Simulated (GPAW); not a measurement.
The system is Ta2Si.

```
CELL_PARAMETERS angstrom
-3.08776 3.08776 2.52364
3.08776 -3.08776 2.52364
3.08776 3.08776 -2.52364
ATOMIC_POSITIONS crystal
Ta 0.16359 0.66359 0.82719
Ta 0.33641 0.16359 0.50000
Ta 0.83641 0.33641 0.17281
Ta 0.66359 0.83641 0.50000
Si 0.75000 0.75000 0.00000
Si 0.25000 0.25000 0.00000
```

The cell comes from a database or a generator and needn't be the stable form of this composition.

Base run:

| Property | Result |
| --- | --- |
| Program | GPAW 26.7.0 |
| Functional | PBEsol |
| Potentials or basis | PAW data sets generated in the run's folder for this functional |
| Cutoff | 600 eV |
| Basis | pw |
| k mesh | 5 × 5 × 5 |
| Occupations | fermi-dirac, width 0.05 eV |
| Spin | no spin polarisation |

Its results: pressure -2.6 GPa; largest force 0.068 eV/Å.

Problem. The run is repeated on the same cell with these changes: functional from PBEsol to LDA; potentials or basis from PAW data sets generated in the run's folder for this functional to the program's PAW data sets (release 1.2.1) made for this functional. What comes out?

Solution. Pressure -7.4 GPa; largest force 0.033 eV/Å.

Not every run made on this cell is shown here.
